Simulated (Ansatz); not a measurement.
**C3H10Si2: up Jacob's ladder to CCSD(T)**

One table from this session's results is given with a row withheld; the runs are named, their logs left out.

Program: Ansatz 0.2.0, Gaussian basis. Level of theory: functionals in def2-TZVPP, the program's frozen cores in correlated methods. These are calculated values, not measurements.

The runs, in order: LDA (SPW92), PBE-D4, revPBE-D4, BLYP-D4, r2SCAN-D4, B97M-V, PBE0-D4, B3LYP-D4, r2SCANh-D4, r2SCAN0-D4, HSE06-D4, BHLYP-D4, CAM-B3LYP-D4, LC-ωPBE, ωB97X-V, ωB97M-V, B2PLYP, PBE-QIDH; CCSD(T)/def2-SVP; CCSD(T)/def2-TZVPP; MP2/def2-QZVPP; extrapolation to the limit; RPA on PBE.

## The relaxed structure

An earlier PBE0-D4 in a triple-zeta def2 set relaxation fixed the geometry.

SMILES `[SiH3]CC1C[SiH2]1`, 15 atoms, charge 0, spin multiplicity 1.

Atoms are counted from 1 here; the program's logs count them from 0.

Bond lengths: Si1–C2 1.883 Å, Si1–H6 1.489 Å, Si1–H7 1.489 Å, Si1–H8 1.488 Å, C2–C3 1.514 Å, C2–H9 1.096 Å, C2–H10 1.095 Å, C3–C4 1.543 Å, C3–Si5 1.857 Å, C3–H11 1.089 Å, C4–Si5 1.849 Å, C4–H12 1.087 Å, C4–H13 1.085 Å, Si5–H14 1.479 Å, Si5–H15 1.479 Å. Angles: C2–Si1–H6 109.6°, C2–Si1–H7 111.1°, C2–Si1–H8 110.9°, H6–Si1–H7 108.5°, H6–Si1–H8 108.2°, H7–Si1–H8 108.3°, Si1–C2–C3 112.2°, Si1–C2–H9 108.5°, Si1–C2–H10 108.7°, C3–C2–H9 110.6°, C3–C2–H10 110.7°, H9–C2–H10 106.0°, C2–C3–C4 117.9°, C2–C3–Si5 123.2°, C2–C3–H11 113.6°, C4–C3–Si5 65.1°, C4–C3–H11 113.1°, Si5–C3–H11 115.1° and more.

The first run:

in.yaml reads:

```yaml
crystal:
  periodic: [false, false, false]
  atoms:
    - {symbol: Si, position_ang: [-1.714762, 0.792181, 1.233747]}
    - {symbol: C, position_ang: [-0.416175, 0.982658, -0.116485]}
    - {symbol: C, position_ang: [0.743331, 0.025812, 0.066120]}
    - {symbol: C, position_ang: [0.515587, -1.458803, -0.287118]}
    - {symbol: Si, position_ang: [1.770016, -0.607345, -1.346042]}
    - {symbol: H, position_ang: [-1.087856, 1.014827, 2.565941]}
    - {symbol: H, position_ang: [-2.818066, 1.777408, 1.059000]}
    - {symbol: H, position_ang: [-2.301546, -0.574967, 1.217576]}
    - {symbol: H, position_ang: [-0.898406, 0.822925, -1.087805]}
    - {symbol: H, position_ang: [-0.065020, 2.019748, -0.121769]}
    - {symbol: H, position_ang: [1.280495, 0.164355, 1.002909]}
    - {symbol: H, position_ang: [-0.451574, -1.691779, -0.724144]}
    - {symbol: H, position_ang: [0.829862, -2.194377, 0.445980]}
    - {symbol: H, position_ang: [3.207252, -0.899208, -1.157180]}
    - {symbol: H, position_ang: [1.384962, -0.224234, -2.721430]}
basis:
  gaussian: {orbitals: def2-TZVPP}
hamiltonian: {xc: lda}
output: {orbitals: {seedname: orbitals}}
```

Among the steps run: LDA; PBE-D4 (GGA); revPBE-D4 (GGA); BLYP-D4 (GGA); r2SCAN-D4 (meta-GGA); B97M-V (meta-GGA); PBE0-D4 (hybrid); B3LYP-D4 (hybrid); r2SCANh-D4 (hybrid); r2SCAN0-D4 (hybrid); HSE06-D4 (hybrid); BHLYP-D4 (hybrid); CAM-B3LYP-D4 (range-separated); LC-ωPBE (range-separated); ωB97X-V (range-separated); ωB97M-V (range-separated); B2PLYP (double hybrid); PBE-QIDH (double hybrid).

One of the session's tables, all rows but one given; the rest of the session is left out.

It belongs to the step «Orbital energies across the functionals». 

```
  functional  HOMO (eV)  gap (eV)
 LDA (SPW92)      -5.71      4.86
      PBE-D4      -5.58      4.91
   revPBE-D4          ?         ?
     BLYP-D4      -5.43      4.88
   r2SCAN-D4      -5.75      5.39
      B97M-V      -5.85      5.30
     PBE0-D4      -6.63      6.78
    B3LYP-D4      -6.44      6.37
  r2SCANh-D4      -6.15      6.07
  r2SCAN0-D4      -6.75      7.08
    HSE06-D4      -6.24      6.02
    BHLYP-D4      -7.59      8.54
CAM-B3LYP-D4      -7.90      9.00
     LC-ωPBE      -9.20     11.41
     ωB97X-V      -8.87     10.95
     ωB97M-V      -8.74     10.53
```

Q: Estimate the row for revPBE-D4 from the others.

As computed: HOMO (eV): -5.53; gap (eV): 4.94. In the column «HOMO (eV)» it lies between PBE-D4 (-5.58) and BLYP-D4 (-5.43).
